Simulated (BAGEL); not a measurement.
# C4H4Si (SMILES C#C[SiH2]C#C), step by step

Wanted: a series of 8 runs (RI-MP2/6-31G*) of C4H4Si. 

The calculation is run with BAGEL 1.2.2.

1 further run of the same task is left out (set aside as unsound or not needed).

## 1. The system as given

C4H4Si: 9 atoms, total charge 0, spin state singlet. As SMILES, `C#C[SiH2]C#C`. One bond was lengthened or shortened from a relaxed shape.

Bond lengths: C1–C2 1.205 Å, C2–Si3 1.821 Å, Si3–C4 1.821 Å, C4–C5 1.206 Å, C1–H6 1.066 Å, Si3–H7 1.259 Å, Si3–H8 1.481 Å, C5–H9 1.066 Å. Angles: C1–C2–Si3 179.3°, C2–Si3–C4 109.7°, Si3–C4–C5 179.3°, C2–C1–H6 179.8°, C2–Si3–H7 109.3°, C2–Si3–H8 109.3°, C4–Si3–H7 109.3°, C4–Si3–H8 109.3°, C4–C5–H9 179.8°, H7–Si3–H8 109.9°.

## 2. The energy at RI-MP2/6-31G(d) (density fitting with svp-jkfit, spherical functions) (run 1)

Input file mp2.json:

```json
{ "bagel" : [

{
  "title" : "molecule",
  "basis" : "6-31gs.json",
  "df_basis" : "svp-jkfit",
  "angstrom" : false,
  "geometry" : [
    { "atom" : "C", "xyz" : [  3.96767086, -0.09947329,  2.83944956 ] },
    { "atom" : "C", "xyz" : [  2.56719483, -0.57228277,  1.10619276 ] },
    { "atom" : "Si", "xyz" : [  0.47810260, -1.31985842, -1.52468395 ] },
    { "atom" : "C", "xyz" : [ -2.15315206,  0.89754621, -1.58515519 ] },
    { "atom" : "C", "xyz" : [ -3.90625098,  2.35093457, -1.64808307 ] },
    { "atom" : "H", "xyz" : [  5.20260688,  0.32306947,  4.37409615 ] },
    { "atom" : "H", "xyz" : [  1.69338358, -1.15537855, -3.56364553 ] },
    { "atom" : "H", "xyz" : [ -0.51230286, -3.91917671, -1.21042250 ] },
    { "atom" : "H", "xyz" : [ -5.45431462,  3.63897190, -1.69891670 ] }
  ]
},
{ "title" : "hf" },
{ "title" : "mp2", "ncore" : 9 }

]}
```

The basis set 6-31G* is read from a file made from the Basis Set Exchange's data (not shown).

The run is started by

```sh
$ BAGEL_NUM_THREADS=1 BAGEL mp2.json > mp2.out
```

Log:

```text
* using 1 threads per process

  ===============================================================
  ===============================================================

  *** Geometry ***

  { "atom" : "C", "xyz" : [      3.967671,     -0.099473,      2.839450 ] },
  { "atom" : "C", "xyz" : [      2.567195,     -0.572283,      1.106193 ] },
  { "atom" : "Si", "xyz" : [      0.478103,     -1.319858,     -1.524684 ] },
  { "atom" : "C", "xyz" : [     -2.153152,      0.897546,     -1.585155 ] },
  { "atom" : "C", "xyz" : [     -3.906251,      2.350935,     -1.648083 ] },
  { "atom" : "H", "xyz" : [      5.202607,      0.323069,      4.374096 ] },
  { "atom" : "H", "xyz" : [      1.693384,     -1.155379,     -3.563646 ] },
  { "atom" : "H", "xyz" : [     -0.512303,     -3.919177,     -1.210422 ] },
  { "atom" : "H", "xyz" : [     -5.454315,      3.638972,     -1.698917 ] },

  Number of auxiliary basis functions:      500

  Since a DF basis is specified, we compute 2- and 3-index integrals:
    o Being stored without compression. Storage requirement is 0.027 GB

  Number of basis functions:       82
  Number of electrons      :       42

    * METHOD: MOLECULE                             0.22

  *** RHF ***

  === Nuclear Repulsion ===
   164.1243327950

      * DIIS with orbital gradients will be used.

  === RHF iteration (6-31gs.json) ===
      0       -442.44713981          0.01585432           0.06
      1       -442.56515776          0.00542571           0.07
      2       -442.57810714          0.00153738           0.07
      3       -442.57927275          0.00076008           0.07
      4       -442.57951763          0.00006172           0.06
      5       -442.57952141          0.00001198           0.06
      6       -442.57952162          0.00000535           0.05
      7       -442.57952167          0.00000258           0.05
      8       -442.57952169          0.00000099           0.05
      9       -442.57952169          0.00000036           0.05
     10       -442.57952169          0.00000012           0.05
     11       -442.57952169          0.00000002           0.05
     12       -442.57952169          0.00000001           0.05
    * SCF iteration converged.

    * Permanent dipole moment:
           (   -0.026015,    -0.222105,    -0.075679) a.u.

    * METHOD: HF                                   0.91

  *** RHF ***

  === Nuclear Repulsion ===
   164.1243327950

      * DIIS with orbital gradients will be used.

  === RHF iteration (6-31gs.json) ===
      0       -442.57952169          0.00000000           0.05
    * SCF iteration converged.

    * Permanent dipole moment:
           (   -0.026015,    -0.222105,    -0.075679) a.u.

  === DF-MP2 calculation ===

    * freezing 9 orbitals
    * 3-index integral transformation done
    * assembly done

      MP2 correlation energy:   -0.5602914406      0.03

      MP2 total energy:       -443.1398131349

    * METHOD: MP2                                  0.15

  ===============================================================
```

It took 1.4 s on 1 thread of Arm Neoverse V2, shared host; peak memory 0.15 GiB.

## 3. Bond 7-3 at 1.481 A: a single-point energy at RI-MP2/6-31G(d) (density fitting with svp-jkfit, spherical functions) (run 2)

Input file input.json:

```json
{ "bagel": [

{
  "title": "molecule",
  "basis": "6-31gs.json",
  "df_basis": "svp-jkfit",
  "angstrom": false,
  "geometry": [
    { "atom": "C", "xyz": [     3.75320395,    -0.12849949,     3.19927609 ] },
    { "atom": "C", "xyz": [     2.35272792,    -0.60130896,     1.46601929 ] },
    { "atom": "Si", "xyz": [     0.26363569,    -1.34888462,    -1.16485742 ] },
    { "atom": "C", "xyz": [    -2.36761896,     0.86852002,    -1.22532865 ] },
    { "atom": "C", "xyz": [    -4.12071789,     2.32190838,    -1.28825653 ] },
    { "atom": "H", "xyz": [     4.98813998,     0.29404327,     4.73392268 ] },
    { "atom": "H", "xyz": [     1.69338358,    -1.15537855,    -3.56364553 ] },
    { "atom": "H", "xyz": [    -0.72676977,    -3.94820290,    -0.85059596 ] },
    { "atom": "H", "xyz": [    -5.66878153,     3.60994571,    -1.33909017 ] }
  ]
},

{ "title": "hf" },

{ "title": "mp2", "ncore": 9 }

]}
```

The basis set 6-31G* is read from a file made from the Basis Set Exchange's data (not shown).

The run is started by

```sh
$ BAGEL_NUM_THREADS=1 BAGEL input.json > input.out
```

Log:

```text
* using 1 threads per process

  ===============================================================
  ===============================================================

  *** Geometry ***

  { "atom" : "C", "xyz" : [      3.753204,     -0.128499,      3.199276 ] },
  { "atom" : "C", "xyz" : [      2.352728,     -0.601309,      1.466019 ] },
  { "atom" : "Si", "xyz" : [      0.263636,     -1.348885,     -1.164857 ] },
  { "atom" : "C", "xyz" : [     -2.367619,      0.868520,     -1.225329 ] },
  { "atom" : "C", "xyz" : [     -4.120718,      2.321908,     -1.288257 ] },
  { "atom" : "H", "xyz" : [      4.988140,      0.294043,      4.733923 ] },
  { "atom" : "H", "xyz" : [      1.693384,     -1.155379,     -3.563646 ] },
  { "atom" : "H", "xyz" : [     -0.726770,     -3.948203,     -0.850596 ] },
  { "atom" : "H", "xyz" : [     -5.668782,      3.609946,     -1.339090 ] },

  Number of auxiliary basis functions:      500

  Since a DF basis is specified, we compute 2- and 3-index integrals:
    o Being stored without compression. Storage requirement is 0.027 GB

  Number of basis functions:       82
  Number of electrons      :       42

    * METHOD: MOLECULE                             0.24

  *** RHF ***

  === Nuclear Repulsion ===
   162.9976527258

      * DIIS with orbital gradients will be used.

  === RHF iteration (6-31gs.json) ===
      0       -442.46977909          0.01584627           0.07
      1       -442.58804041          0.00551857           0.07
      2       -442.60134880          0.00158617           0.07
      3       -442.60254513          0.00081859           0.07
      4       -442.60282945          0.00005791           0.05
      5       -442.60283281          0.00001159           0.05
      6       -442.60283301          0.00000544           0.05
      7       -442.60283307          0.00000255           0.05
      8       -442.60283309          0.00000096           0.05
      9       -442.60283309          0.00000037           0.05
     10       -442.60283309          0.00000012           0.05
     11       -442.60283309          0.00000003           0.05
     12       -442.60283309          0.00000001           0.05
    * SCF iteration converged.

    * Permanent dipole moment:
           (    0.041555,    -0.227416,    -0.197013) a.u.

    * METHOD: HF                                   0.90

  *** RHF ***

  === Nuclear Repulsion ===
   162.9976527258

      * DIIS with orbital gradients will be used.

  === RHF iteration (6-31gs.json) ===
      0       -442.60283309          0.00000000           0.05
    * SCF iteration converged.

    * Permanent dipole moment:
           (    0.041555,    -0.227416,    -0.197013) a.u.

  === DF-MP2 calculation ===

    * freezing 9 orbitals
    * 3-index integral transformation done
    * assembly done

      MP2 correlation energy:   -0.5620056965      0.03

      MP2 total energy:       -443.1648387872

    * METHOD: MP2                                  0.15

  ===============================================================
```

It took 1.4 s on 1 thread of Arm Neoverse V2, shared host; peak memory 0.15 GiB.

## 4. Bond 7-3 at 1.704 A: a single-point energy at RI-MP2/6-31G(d) (density fitting with svp-jkfit, spherical functions) (run 3)

Input file input.json:

```json
{ "bagel" : [

{
  "title" : "molecule",
  "basis" : "6-31gs.json",
  "df_basis" : "svp-jkfit",
  "geometry" : [
    { "atom" : "C", "xyz" : [     3.53873705,    -0.15752568,     3.55910262 ] },
    { "atom" : "C", "xyz" : [     2.13826101,    -0.63033516,     1.82584582 ] },
    { "atom" : "Si", "xyz" : [     0.04916878,    -1.37791081,    -0.80503089 ] },
    { "atom" : "C", "xyz" : [    -2.58208587,     0.83949382,    -0.86550212 ] },
    { "atom" : "C", "xyz" : [    -4.33518480,     2.29288219,    -0.92843000 ] },
    { "atom" : "H", "xyz" : [     4.77367307,     0.26501708,     5.09374921 ] },
    { "atom" : "H", "xyz" : [     1.69338358,    -1.15537855,    -3.56364553 ] },
    { "atom" : "H", "xyz" : [    -0.94123668,    -3.97722910,    -0.49076943 ] },
    { "atom" : "H", "xyz" : [    -5.88324844,     3.58091951,    -0.97926364 ] }
  ]
},

{ "title" : "hf" },

{ "title" : "mp2", "ncore" : 9 }

]}
```

The basis set 6-31G* is read from a file made from the Basis Set Exchange's data (not shown).

The run is started by

```sh
$ BAGEL_NUM_THREADS=1 BAGEL input.json > input.out
```

Log:

```text
* using 1 threads per process

  ===============================================================
  ===============================================================

  *** Geometry ***

  { "atom" : "C", "xyz" : [      3.538737,     -0.157526,      3.559103 ] },
  { "atom" : "C", "xyz" : [      2.138261,     -0.630335,      1.825846 ] },
  { "atom" : "Si", "xyz" : [      0.049169,     -1.377911,     -0.805031 ] },
  { "atom" : "C", "xyz" : [     -2.582086,      0.839494,     -0.865502 ] },
  { "atom" : "C", "xyz" : [     -4.335185,      2.292882,     -0.928430 ] },
  { "atom" : "H", "xyz" : [      4.773673,      0.265017,      5.093749 ] },
  { "atom" : "H", "xyz" : [      1.693384,     -1.155379,     -3.563646 ] },
  { "atom" : "H", "xyz" : [     -0.941237,     -3.977229,     -0.490769 ] },
  { "atom" : "H", "xyz" : [     -5.883248,      3.580920,     -0.979264 ] },

  Number of auxiliary basis functions:      500

  Since a DF basis is specified, we compute 2- and 3-index integrals:
    o Being stored without compression. Storage requirement is 0.027 GB

  Number of basis functions:       82
  Number of electrons      :       42

    * METHOD: MOLECULE                             0.24

  *** RHF ***

  === Nuclear Repulsion ===
   162.1171468754

      * DIIS with orbital gradients will be used.

  === RHF iteration (6-31gs.json) ===
      0       -442.45414568          0.01583763           0.07
      1       -442.57231493          0.00561753           0.07
      2       -442.58602521          0.00165077           0.06
      3       -442.58727877          0.00087791           0.05
      4       -442.58760650          0.00005555           0.05
      5       -442.58760965          0.00001137           0.05
      6       -442.58760985          0.00000556           0.05
      7       -442.58760991          0.00000256           0.05
      8       -442.58760993          0.00000097           0.05
      9       -442.58760993          0.00000040           0.05
     10       -442.58760993          0.00000014           0.05
     11       -442.58760993          0.00000003           0.05
     12       -442.58760993          0.00000001           0.05
     13       -442.58760993          0.00000000           0.05
    * SCF iteration converged.

    * Permanent dipole moment:
           (    0.127176,    -0.236538,    -0.352079) a.u.

    * METHOD: HF                                   0.92

  *** RHF ***

  === Nuclear Repulsion ===
   162.1171468754

      * DIIS with orbital gradients will be used.

  === RHF iteration (6-31gs.json) ===
      0       -442.58760993          0.00000000           0.05
    * SCF iteration converged.

    * Permanent dipole moment:
           (    0.127176,    -0.236538,    -0.352079) a.u.

  === DF-MP2 calculation ===

    * freezing 9 orbitals
    * 3-index integral transformation done
    * assembly done

      MP2 correlation energy:   -0.5643206289      0.03

      MP2 total energy:       -443.1519305603

    * METHOD: MP2                                  0.15

  ===============================================================
```

Wall time 1.5 s (1 thread of Arm Neoverse V2, shared host); peak memory 0.15 GiB.

Runs 4 to 7 aren't shown in full; the table further down has their settings and results.

## 5. Bond 7-3 at 4.148 A: a single-point energy at RI-MP2/6-31G(d) (density fitting with svp-jkfit, spherical functions) (run 8)

Input file input.json:

```json
{ "bagel" : [

{
  "title" : "molecule",
  "basis" : "6-31gs.json",
  "df_basis" : "svp-jkfit",
  "geometry" : [
    { "atom" : "C", "xyz" : [     1.17959728,    -0.47681570,     7.51719068 ] },
    { "atom" : "C", "xyz" : [    -0.22087875,    -0.94962517,     5.78393388 ] },
    { "atom" : "Si", "xyz" : [    -2.30997098,    -1.69720083,     3.15305717 ] },
    { "atom" : "C", "xyz" : [    -4.94122564,     0.52020381,     3.09258594 ] },
    { "atom" : "C", "xyz" : [    -6.69432456,     1.97359217,     3.02965806 ] },
    { "atom" : "H", "xyz" : [     2.41453331,    -0.05427293,     9.05183727 ] },
    { "atom" : "H", "xyz" : [     1.69338358,    -1.15537855,    -3.56364553 ] },
    { "atom" : "H", "xyz" : [    -3.30037644,    -4.29651911,     3.46731863 ] },
    { "atom" : "H", "xyz" : [    -8.24238820,     3.26162950,     2.97882442 ] }
  ]
},

{ "title" : "hf" },

{ "title" : "mp2", "ncore" : 9 }

]}
```

The basis set 6-31G* is read from a file made from the Basis Set Exchange's data (not shown).

The run is started by

```sh
$ BAGEL_NUM_THREADS=1 BAGEL input.json > input.out
```

Log:

```text
* using 1 threads per process

  ===============================================================
  ===============================================================

  *** Geometry ***

  { "atom" : "C", "xyz" : [      1.179597,     -0.476816,      7.517191 ] },
  { "atom" : "C", "xyz" : [     -0.220879,     -0.949625,      5.783934 ] },
  { "atom" : "Si", "xyz" : [     -2.309971,     -1.697201,      3.153057 ] },
[... 5 lines of this table left out ...]
  { "atom" : "H", "xyz" : [     -8.242388,      3.261630,      2.978824 ] },

  Number of auxiliary basis functions:      500

  Since a DF basis is specified, we compute 2- and 3-index integrals:
    o Being stored without compression. Storage requirement is 0.027 GB

  Number of basis functions:       82
  Number of electrons      :       42

    * METHOD: MOLECULE                             0.22

  *** RHF ***

  === Nuclear Repulsion ===
   157.9158959236

      * DIIS with orbital gradients will be used.

  === RHF iteration (6-31gs.json) ===
      0       -442.12278142          0.01697598           0.05
      1       -442.09824419          0.01426549           0.06
      2       -442.29215688          0.00729352           0.07
[... 12 lines of this table left out ...]
     15       -442.34369460          0.00000000           0.05
    * SCF iteration converged.

    * Permanent dipole moment:
           (    0.901618,    -0.304864,    -1.746692) a.u.

    * METHOD: HF                                   1.11

  *** RHF ***

  === Nuclear Repulsion ===
   157.9158959236

      * DIIS with orbital gradients will be used.

  === RHF iteration (6-31gs.json) ===
      0       -442.34369460          0.00000000           0.05
    * SCF iteration converged.

    * Permanent dipole moment:
           (    0.901618,    -0.304864,    -1.746692) a.u.

  === DF-MP2 calculation ===

    * freezing 9 orbitals
    * 3-index integral transformation done
    * assembly done

      MP2 correlation energy:   -0.6298817712      0.03

      MP2 total energy:       -442.9735763670

    * METHOD: MP2                                  0.15

  ===============================================================
```

Run time: 1.6 s. Hardware: 1 thread of Arm Neoverse V2, shared host; peak memory 0.15 GiB.

## 6. Overview of the runs

| run | partner | energy (Eh) | correlation energy (mEh) | wall time |
| --- | --- | --- | --- | --- |
| 1 | bond 7-3 at 1.259 A | -443.139813 | -560.3 | 1.4 s |
| 2 | bond 7-3 at 1.481 A | -443.164839 | -562.0 | 1.4 s |
| 3 | bond 7-3 at 1.704 A | -443.151931 | -564.3 | 1.5 s |
| 4 | bond 7-3 at 2.000 A | -443.116624 | -567.9 | 1.5 s |
| 5 | bond 7-3 at 2.370 A | -443.071131 | -573.5 | 1.5 s |
| 6 | bond 7-3 at 2.815 A | -443.027066 | -582.5 | 1.5 s |
| 7 | bond 7-3 at 3.407 A | -442.989517 | -599.5 | 1.6 s |
| 8 | bond 7-3 at 4.148 A | -442.973576 | -629.9 | 1.6 s |

## 7. Results

| quantity | value |
| --- | --- |
| bond 7-3 at 4.148 A: total energy | -442.97358 Eh |
| bond 7-3 at 4.148 A: correlation energy (9 core orbitals frozen) | -629.9 mEh |

The lowest energy is that of run 2; the highest lies 5.205 eV above it. In runs 6, 7, 8 a closed-shell determinant meets a far-stretched bond, which it describes badly. All runs together took 12 s, the longest 1.6 s.
